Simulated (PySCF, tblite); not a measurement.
# C2H12NPSi2: geometry, infrared bands and NMR shifts

What infrared bands and NMR shifts should C2H12NPSi2 (`CCN[SiH2]P[SiH3]`) show?

Programs: tblite 0.8.0 and PySCF 2.14.0, with density-fitted response routines of our own. Each step states its level of theory. These are calculated values for one molecule in the gas phase, unless marked as measured. Atoms count from 0, in the outputs and in this text.

## (1) The starting structure

18 atoms, charge 0, multiplicity 1; geometry from: force field or distance geometry start.

Bonds of the start (Å): C0–C1 1.52, C1–N2 1.45, N2–Si3 1.76, Si3–P4 2.21, P4–Si5 2.20, C0–H6 1.11, C0–H7 1.11, C0–H8 1.11, C1–H9 1.12, C1–H10 1.11, N2–H11 1.04, Si3–H12 1.43, Si3–H13 1.50, P4–H14 1.45, Si5–H15 1.50, Si5–H16 1.46, Si5–H17 1.47.

## (2) Geometry optimisation with GFN2-xTB

The job: settings as JSON, then the geometry in Å.

```
{"job": {"kind": "relax", "xc": "GFN2-xTB", "basis": "xTB"}, "charge": 0, "multiplicity": 1}
C     -1.449700     1.381800    -0.337100
C     -2.277000     0.112600    -0.219900
N     -1.406100    -0.965300     0.218700
Si    -0.069700    -1.321000    -0.875300
P      1.798700    -1.116300     0.292500
Si     2.898500     0.726000    -0.214700
H     -2.084200     2.226600    -0.688100
H     -0.986600     1.559900     0.661300
H     -0.691600     1.196900    -1.130000
H     -3.093200     0.334900     0.510300
H     -2.723100    -0.132800    -1.211500
H     -1.962300    -1.827500     0.415400
H     -0.059500    -0.587600    -2.104400
H     -0.180200    -2.776500    -1.207100
H      2.638000    -2.287900     0.175500
H      4.004200     0.892800     0.789000
H      2.080600     1.929100    -0.090900
H      3.554500     0.660500    -1.525000
```

Run with:

```sh
$ OMP_NUM_THREADS=1 python probes_run.py task.json out
```

One launch serves the whole session: the jobs run in the order shown.

**Question.** This job is followed by: GFN2-xTB harmonic vibrations, gas phase; GIAO PBE0/pcSseg-1 NMR shielding, non-relativistic, gas phase. What will the session give for the following? strongest single infrared mode (GFN2-xTB); zero-point energy (GFN2-xTB); ¹³C shifts against TMS (PBE0/pcSseg-1); ¹H shifts against TMS (PBE0/pcSseg-1, means over atoms taken as alike); ¹⁵N shifts against NH3 (PBE0/pcSseg-1); ²⁹Si shifts against TMS (PBE0/pcSseg-1); ³¹P shifts against H3PO4 (PBE0/pcSseg-1).

As calculated:

```
                                                              quantity                                    value
                             strongest single infrared mode (GFN2-xTB)                     716 cm⁻¹, 404 km/mol
                                          zero-point energy (GFN2-xTB)                            82.5 kcal/mol
                                ¹³C shifts against TMS (PBE0/pcSseg-1)                           43.3, 21.8 ppm
¹H shifts against TMS (PBE0/pcSseg-1, means over atoms taken as alike)  5.29, 4.11, 2.92, 1.08, 0.09, -0.09 ppm
                                ¹⁵N shifts against NH3 (PBE0/pcSseg-1)                                 36.5 ppm
                               ²⁹Si shifts against TMS (PBE0/pcSseg-1)                         -35.1, -78.7 ppm
                              ³¹P shifts against H3PO4 (PBE0/pcSseg-1)                               -335.7 ppm
```

What this shows: Relaxing lowered the energy by 0.950 eV in 236 steps; the close pair that moved most is P4–H14, from 1.446 to 1.376 Å. All 48 modes are real, so the xTB geometry is a minimum. The strongest single mode, at 716 cm⁻¹, moves mainly H13 and H12. Unscaled tight-binding wavenumbers are off by several per cent, some by more. Its intensities can rank the bands wrongly. At PBE0/pcSseg-1: Shielding is most anisotropic at P4 (span 163 ppm, paramagnetic term -316 ppm).
